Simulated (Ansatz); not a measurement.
**Cl2GaH2N: basis-set convergence**

How large a basis does Cl2GaH2N need? Two functionals are run in growing sets.

The runs use Ansatz 0.2.0, Gaussian basis; one geometry, several basis sets.

Plan: PBE0-D4/def2-SVP; ωB97M-V/def2-SVP; PBE0-D4/def2-QZVPP; ωB97M-V/def2-QZVPP; the functionals' def2-TZVPP values are taken from earlier runs.

## (1) The geometry

An earlier PBE0-D4 in a triple-zeta def2 set relaxation fixed the geometry.

SMILES `[NH2][Ga]([Cl])[Cl]`, 6 atoms, charge 0, spin multiplicity 1.

Atoms are counted from 1 here; the program's logs count them from 0.

Bond lengths: N1–Ga2 1.791 Å, N1–H5 1.005 Å, N1–H6 1.005 Å, Ga2–Cl3 2.124 Å, Ga2–Cl4 2.124 Å. Angles: Ga2–N1–H5 123.0°, Ga2–N1–H6 123.0°, H5–N1–H6 113.7°, N1–Ga2–Cl3 120.6°, N1–Ga2–Cl4 120.6°, Cl3–Ga2–Cl4 118.8°.

## (2) PBE0-D4 in def2-SVP

File in.yaml:

```yaml
crystal:
  periodic: [false, false, false]
  atoms:
    - {symbol: N, position_ang: [-0.171993, 1.044654, -0.085019]}
    - {symbol: Ga, position_ang: [0.140180, -0.714932, 0.029616]}
    - {symbol: Cl, position_ang: [1.637003, -1.463798, 1.337573]}
    - {symbol: Cl, position_ang: [-0.961312, -2.087487, -1.159850]}
    - {symbol: H, position_ang: [0.296908, 1.722196, 0.489991]}
    - {symbol: H, position_ang: [-0.898687, 1.435268, -0.658513]}
basis:
  gaussian: {orbitals: def2-SVP}
hamiltonian: {xc: pbe0, dispersion: d4}
output: {orbitals: {seedname: orbitals}}
```

Started as:

```console
$ ansatz run in.yaml --threads 4 --pin off --events-out ev --progress --plain --max-ram 10444MiB
```

The runs that follow: ωB97M-V in def2-SVP; PBE0-D4 in def2-QZVPP; ωB97M-V in def2-QZVPP.

**Question.** What will the summary of the whole plan be? Wanted: PBE0-D4: double and triple zeta above quadruple; ωB97M-V: double and triple zeta above quadruple.

**Answer**, as computed:

| quantity | value |
| --- | --- |
| PBE0-D4: double and triple zeta above quadruple | 19.25, 2.02 eV |
| ωB97M-V: double and triple zeta above quadruple | 19.09, 1.94 eV |

For PBE0-D4 the step from double to triple zeta gains 17.23 eV and the next only 2.02 eV. Total energies overstate the basis error of differences, where much of it tends to cancel. The LUMO of ωB97M-V is positive and keeps falling with the basis (1.19 to 0.55 eV): an unbound level that the basis holds in place.
